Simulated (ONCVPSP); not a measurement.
**Gd: generating and testing an ONCV potential**

Aim: build the potential from the settings below, then test how well it stands in for the atom: other configurations, scattering, ghost states and the plane-wave cutoff that it needs.

The numbers are computed with ONCVPSP 4.0.1.1 (patched build) (PBEsol, scalar-relativistic, spin-unpolarised reference atom).

## (1) Starting point

The settings as typed:

- element: gadolinium (Gd, Z = 64)
- type: optimised norm-conserving Vanderbilt (ONCV)
- frozen core: [Kr] 4d10
- valence charge: 18
- reference configuration: 4f7 5s2 5p6 5d1 6s1.5 (charge +0.5)
- partial waves: 5s+6s: rc 2.00 bohr, ncon 4, nbas 8, qcut 4.7 1/bohr, 3 projectors, debl 0.9 Ha; 5p: rc 1.90 bohr, ncon 3, nbas 8, qcut 6.1 1/bohr, 1 projector; 5d: rc 3.10 bohr, ncon 4, nbas 9, qcut 5.4 1/bohr, 2 projectors, debl 0.7 Ha; 4f: rc 1.50 bohr, ncon 3, nbas 7, qcut 9.4 1/bohr, 3 projectors, debl 3.4 Ha
- local potential: polynomial inside 0.95 bohr (lpopt 5, dvloc0 0 Ha)
- core correction: Teter function, fcfact 4.5, rcfact 1

An earlier all-electron run gives the scale for the radii.

All-electron outer shells of the reference configuration (PBEsol, scalar-relativistic, ld1.x):

```tsv
shell	level (eV)	outermost node (bohr)	outermost maximum (bohr)
4d	-150.62	0.27	0.56
5s	-52.80	0.65	1.20
5p	-30.30	0.70	1.35
4f	-11.76	–	0.56
6s	-6.65	1.60	3.29
5d	-5.37	0.79	1.95
6p	-3.43	1.91	4.28
```

## (2) Generating the potential

Contents of Gd.dat:

```
# ATOM AND REFERENCE CONFIGURATION
# atsym  z   nc   nv     iexc    psfile
  Gd 64.00    9    5  -116133      upf
#
#   n    l    f
    1    0    2.00
    2    0    2.00
    2    1    6.00
    3    0    2.00
    3    1    6.00
    3    2   10.00
    4    0    2.00
    4    1    6.00
    4    2   10.00
    4    3    7.00
    5    0    2.00
    5    1    6.00
    5    2    1.00
    6    0    1.50
#
# PSEUDOPOTENTIAL AND OPTIMIZATION
# lmax
    3
#
#   l,   rc,      ep,       ncon, nbas, qcut
    0    2.00    0.00    4    8    4.70
    1    1.90    0.00    3    8    6.10
    2    3.10    0.00    4    9    5.40
    3    1.50    0.00    3    7    9.40
#
# LOCAL POTENTIAL
# lloc, lpopt,  rc(5),   dvloc0
    4    5    0.95    0.00
#
# VANDERBILT-KLEINMAN-BYLANDER PROJECTORs
# l, nproj, debl
    0    3    0.90
    1    1    1.70
    2    2    0.70
    3    3    3.40
#
# MODEL CORE CHARGE
# icmod, fcfact, rcfact
    3    4.50    1.00
#
# LOG DERIVATIVE ANALYSIS
# epsh1, epsh2, depsh
   -3.00    5.00    0.02
#
# OUTPUT GRID
# rlmax, drl
    6.00    0.01
#
# TEST CONFIGURATIONS
# ncnf
    4
# nvcnf
#   n    l    f
    5
    4    3    7.00
    5    0    2.00
    5    1    6.00
    5    2    1.00
    6    0    2.00
#
    5
    4    3    7.00
    5    0    2.00
    5    1    6.00
    5    2    1.00
    6    0    1.00
#
    5
    4    3    7.00
    5    0    2.00
    5    1    6.00
    5    2    1.00
    6    0    0.00
#
    5
    4    3    7.00
    5    0    2.00
    5    1    5.00
    5    2    1.00
    6    0    2.00
#
```

Run with:

```
oncvpsp.x < Gd.dat > Gd.out
```

Q: Predict the outcome of this session. Wanted: cutoffs for 1 and 0.1 mHa per electron, occupied waves; bound ghosts; GHOST(+) flags; largest test error; largest phase difference near zero energy, channels read; rms error of d²Exc/dn², without and with the model core.

As calculated:

| quantity | value |
| --- | --- |
| cutoffs for 1 and 0.1 mHa per electron, occupied waves | 45 Ha and 133 Ha |
| bound ghosts | s at -72.87 eV, p at -58.10 eV |
| GHOST(+) flags | d at 266 eV |
| largest test error (AE − PS) | -36 meV, for 4f7 5s2 5p5 5d1 6s2 |
| largest phase difference near zero energy, channels read | 0.005 rad |
| rms error of d²Exc/dn², without and with the model core | 5.66 and 4.52 mHa |

A bound ghost (s, p) makes it unfit for use: electrons can fall into a state that the atom doesn't have. The worst unpolarised test, 4f7 5s2 5p5 5d1 6s2, is off by 36 meV on 29.6 eV; by total energies transferability rates as fair. By its cutoff, 45 Ha for the looser tolerance, it is hard. The tighter tolerance needs 133 Ha, and converged work needs a cutoff nearer that. At the looser tolerance the 4f wave is the slowest; 5p needs 12 Ha. Near zero energy the phases of the channels with partial waves agree within 0.005 rad. The pseudo curves have poles with no partner nearby in the atom's: s at -2.67 Ha, p at -2.12 Ha. The program also flags highly localised states, GHOST(+) (d). These are tests on the free atom; a crystal test is still owed.
